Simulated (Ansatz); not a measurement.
# C₂ClF₂Si radical: how energies converge with the basis set

One table from this session's results is given with a row withheld; the runs are named, their logs left out.

Program: Ansatz 0.2.0, Gaussian basis. Level of theory: one geometry, several basis sets. These are calculated values, not measurements.

The runs, in order: PBE0-D4/def2-SVP; ωB97M-V/def2-SVP; PBE0-D4/def2-QZVPP; ωB97M-V/def2-QZVPP; CCSD(T)/cc-pV(D+d)Z; CCSD(T)/cc-pV(T+d)Z; MP2/cc-pV(Q+d)Z; the functionals' def2-TZVPP values are taken from earlier runs.

2 further runs of the same task are left out: 1 for a known fault of the program, 1 that didn't finish.

**The geometry**

The geometry comes from an earlier relaxation with PBE0-D4 in a triple-zeta def2 set; it is a stationary point.

SMILES `[C]#C[Si](F)(F)Cl`, 6 atoms, charge 0, spin multiplicity 2.

Atoms are counted from 1 here; the program's logs count them from 0.

Bond lengths: C1–C2 1.210 Å, C2–Si3 1.799 Å, Si3–F4 1.572 Å, Si3–F5 1.572 Å, Si3–Cl6 2.009 Å. Angles: C1–C2–Si3 179.4°, C2–Si3–F4 109.6°, C2–Si3–F5 109.6°, C2–Si3–Cl6 111.2°, F4–Si3–F5 107.7°, F4–Si3–Cl6 109.3°, F5–Si3–Cl6 109.3°.

The first run:

Input file in.yaml:

```yaml
crystal:
  periodic: [false, false, false]
  atoms:
    - {symbol: C, position_ang: [0.940304, -1.735369, 1.551239]}
    - {symbol: C, position_ang: [0.505558, -0.918995, 0.771850]}
    - {symbol: Si, position_ang: [-0.149245, 0.303816, -0.374360]}
    - {symbol: F, position_ang: [-1.029172, -0.411465, -1.463251]}
    - {symbol: F, position_ang: [1.037331, 1.022192, -1.114331]}
    - {symbol: Cl, position_ang: [-1.262676, 1.675821, 0.582653]}
basis:
  gaussian: {orbitals: def2-SVP}
magnetization: {spin_polarized: true, initial_magnetization: 1}
hamiltonian: {xc: pbe0, dispersion: d4}
output: {orbitals: {seedname: orbitals}}
```

On the command line:

```console
> ansatz run in.yaml --threads 2 --pin off --events-out ev --progress --plain --max-ram 32768MiB --backend cpu
```

Steps of the session up to this table: PBE0-D4 in def2-SVP; ωB97M-V in def2-SVP; PBE0-D4 in def2-QZVPP; ωB97M-V in def2-QZVPP.

One of the session's tables, all rows but one given; the rest of the session is left out.

```
functional       basis  HOMO (eV)  LUMO (eV)
   PBE0-D4    def2-SVP      -9.18      -5.30
   PBE0-D4  def2-TZVPP      -9.22      -5.42
   PBE0-D4  def2-QZVPP      -9.24      -5.43
   ωB97M-V    def2-SVP     -11.38      -3.36
   ωB97M-V  def2-TZVPP     -11.46      -3.59
   ωB97M-V  def2-QZVPP          ?          ?
```

Estimate the missing values for ωB97M-V, def2-QZVPP.

**Answer.** HOMO (eV): -11.48; LUMO (eV): -3.63. In the column «HOMO (eV)» it is the lowest.
